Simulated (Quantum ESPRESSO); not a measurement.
A calculation with Quantum ESPRESSO 7.5 of NbTe (native input, structure typed inline):

File pw.in:

```
&CONTROL
  calculation = 'scf'
  prefix = 'pwscf'
  outdir = './tmp'
  pseudo_dir = './pseudo'
  tprnfor = .true.
  tstress = .true.
  disk_io = 'low'
/
&SYSTEM
  ibrav = 0
  celldm(1) = 8
  nat = 2
  ntyp = 2
  ecutwfc = 45
  ecutrho = 360
  nbnd = 16
  occupations = 'smearing'
  smearing = 'fd'
  degauss = 0.00367493
/
&ELECTRONS
  conv_thr = 4d-10
  electron_maxstep = 120
  mixing_beta = 0.5
/
ATOMIC_SPECIES
Te   127.6000 te_pbesol_v1.uspp.F.UPF
Nb    92.9064 nb_pbesol_v1.uspp.F.UPF
CELL_PARAMETERS alat
  0.8747009296473   0.0000000000000   0.0000000000000
 -0.4373504648236   0.7575132257982   0.0000000000000
  0.0000000000000   0.0000000000000   0.8726308795725
ATOMIC_POSITIONS crystal
Te     0.6666666667    0.3333333333    0.0000000000
Nb     0.0000000000    0.0000000000    0.5000000000
K_POINTS automatic
8 8 7 0 0 0
```

Contents of pp_density.in:

```
&INPUTPP
  prefix = 'pwscf'
  outdir = './tmp'
  filplot = 'density.dat'
  plot_num = 0
/
&PLOT
  nfile = 1
  filepp(1) = 'density.dat'
  iflag = 3
  output_format = 6
  fileout = 'density.cube'
/
```

File pp_potential.in:

```
&INPUTPP
  prefix = 'pwscf'
  outdir = './tmp'
  filplot = 'potential.dat'
  plot_num = 11
/
&PLOT
  nfile = 1
  filepp(1) = 'potential.dat'
  iflag = 3
  output_format = 6
  fileout = 'potential.cube'
/
```

Potentials or basis: GBRV 1.5 PBEsol.

Command:

```sh
$ OMP_NUM_THREADS=1 mpirun -n 2 pw.x -nk 2 -in pw.in > pw.out
$ OMP_NUM_THREADS=1 mpirun -n 1 pp.x -in pp_density.in > pp_density.out
$ OMP_NUM_THREADS=1 mpirun -n 1 pp.x -in pp_potential.in > pp_potential.out
```

The cell comes from a database or a generator and needn't be the stable form of this composition.

Problem. Write the same calculation in another form: ASE script, structure from a POSCAR.

Solution. As run:

File run.py:

```python
import numpy as np
from ase.calculators.espresso import Espresso, EspressoProfile
from ase.io import read

atoms = read('POSCAR')

input_data = {
    'control': {'calculation': 'scf', 'prefix': 'pwscf', 'outdir': './tmp', 'tprnfor': True, 'tstress': True, 'disk_io': 'nowf'},
    'system': {'ecutwfc': 45.0, 'ecutrho': 360.0, 'nbnd': 16, 'occupations': 'smearing', 'smearing': 'fd', 'degauss': 0.00367493},
    'electrons': {'conv_thr': 4e-10, 'electron_maxstep': 120, 'mixing_beta': 0.5},
}
pseudopotentials = {'Nb': 'nb_pbesol_v1.uspp.F.UPF', 'Te': 'te_pbesol_v1.uspp.F.UPF'}
profile = EspressoProfile(command='mpirun -n 2 pw.x -nk 2', pseudo_dir='pseudo')
dft = Espresso(profile=profile, input_data=input_data, pseudopotentials=pseudopotentials, kpts=(8, 8, 7), koffset=(0, 0, 0))
atoms.calc = dft

print(f'energy {atoms.get_potential_energy():.8f} eV')
print('forces (eV/A)')
print(np.round(atoms.get_forces(), 6))
print('stress (eV/A^3, Voigt)')
print(np.round(atoms.get_stress(), 8))
print(f'Fermi level {dft.get_fermi_level():.4f} eV')
```

Contents of POSCAR:

```
NbTe
1.0
    3.7029743866      0.0000000000      0.0000000000
   -1.8514871933      3.2068698884      0.0000000000
    0.0000000000      0.0000000000      3.6942110000
Te Nb
1 1
Direct
    0.6666666667      0.3333333333      0.0000000000
    0.0000000000      0.0000000000      0.5000000000
```

Potentials or basis: GBRV 1.5 PBEsol.

Run with:

```sh
$ OMP_NUM_THREADS=1 python run.py
```

Both were run:

|  | native input, structure typed inline | ASE script, structure from a POSCAR |
| --- | --- | --- |
| Pressure | -4.7 GPa | -4.7 GPa |
| Band gap on the k mesh | none (metal or under the smearing width) | none (metal or under the smearing width) |

Keys that steer only the numerical path or the files written may differ.
